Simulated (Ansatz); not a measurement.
Geometry optimisation, Ansatz 0.2.0, DFT PBE, scalar-relativistic, plane waves, PAW.

Input:

```yaml
crystal:
  lattice:
    - [0.0, 3.57, 3.57]
    - [3.57, 0.0, 3.57]
    - [3.57, 3.57, 0.0]
  atoms:
    - { symbol: C, position: [0.0, 0.0, 0.0] }
    - { symbol: C, position: [0.125, 0.125, 0.125] }
    - { symbol: C, position: [0.0, 0.0, 0.5] }
    - { symbol: C, position: [0.125, 0.125, 0.625] }
    - { symbol: C, position: [0.0, 0.5, 0.0] }
    - { symbol: C, position: [0.125, 0.625, 0.125] }
    - { symbol: C, position: [0.0, 0.5, 0.5] }
    - { symbol: C, position: [0.125, 0.625, 0.625] }
    - { symbol: C, position: [0.5, 0.0, 0.0] }
    - { symbol: C, position: [0.625, 0.125, 0.125] }
    - { symbol: C, position: [0.5, 0.0, 0.5] }
    - { symbol: C, position: [0.625, 0.125, 0.625] }
    - { symbol: C, position: [0.5, 0.5, 0.0] }
    - { symbol: C, position: [0.625, 0.625, 0.125] }
    - { symbol: C, position: [0.5, 0.5, 0.5] }
    - { symbol: C, position: [0.625, 0.625, 0.625] }
    - { symbol: H, position: [0.24903929, 0.26370654, 0.74673082] }
total_charge: 1
basis:
  ecutwfc: 420.0
kpoints:
  mp_grid: { grid: [3, 3, 3] }
hamiltonian:
  xc: pbe
scf:
  occupations: { method: fermi_dirac, width: 0.05 }
  lower_state_search: "off"
relax:
  f_tol: 0.03
  max_steps: 60
  adjacent_minimum: "off"
```

Run as:

```bash
$ ansatz run input.yaml --threads 1 --pin off --max-ram 3072MiB --backend cpu --events-out ev --progress --plain --runs-dir out
```

Where does it end, and by what steps?

The forces met the threshold. Limits of this set-up: charged cell in a uniform background, uncorrected. After 9 steps the energy has fallen by 0.926 eV; H17 moved furthest, 0.82 Å. Joined: C8–H17, C15–H17.

```csv
step,energy less start (eV),largest force component (eV/Å),accepted
0,0.0000,1.315,yes
1,-0.0982,0.400,yes
2,-0.1270,0.425,yes
3,-0.2097,0.788,yes
4,-0.4285,1.004,yes
5,-0.6909,1.047,yes
6,-0.8958,0.392,yes
7,-0.9246,0.078,yes
8,-0.9251,0.088,yes
9,-0.9258,0.011,yes
```

```xyz
17
Lattice="0.0000 3.5700 3.5700 3.5700 0.0000 3.5700 3.5700 3.5700 0.0000" Properties=species:S:1:pos:R:3
C -0.022 -0.007 -0.045
C 0.867 0.887 0.840
C 1.757 1.798 -0.018
C 2.658 2.688 0.858
C 1.804 -0.013 1.703
C 2.660 0.875 2.631
C 3.542 1.768 1.736
C 4.504 2.586 2.569
C -0.022 1.787 1.740
C 0.866 2.672 2.634
C 1.754 3.566 1.752
C 2.611 4.494 2.640
C 1.757 1.769 3.509
C 2.657 2.645 4.399
C 3.481 3.628 3.611
C 4.443 4.461 4.429
H 3.990 3.651 2.544
```

Whether the end is a true minimum wasn't checked by a vibrational analysis.

Run time: 20 s on 1 thread of Intel(R) Xeon(R) 6975P-C (Granite Rapids), with other jobs on the host, peak memory 0.36 GiB.
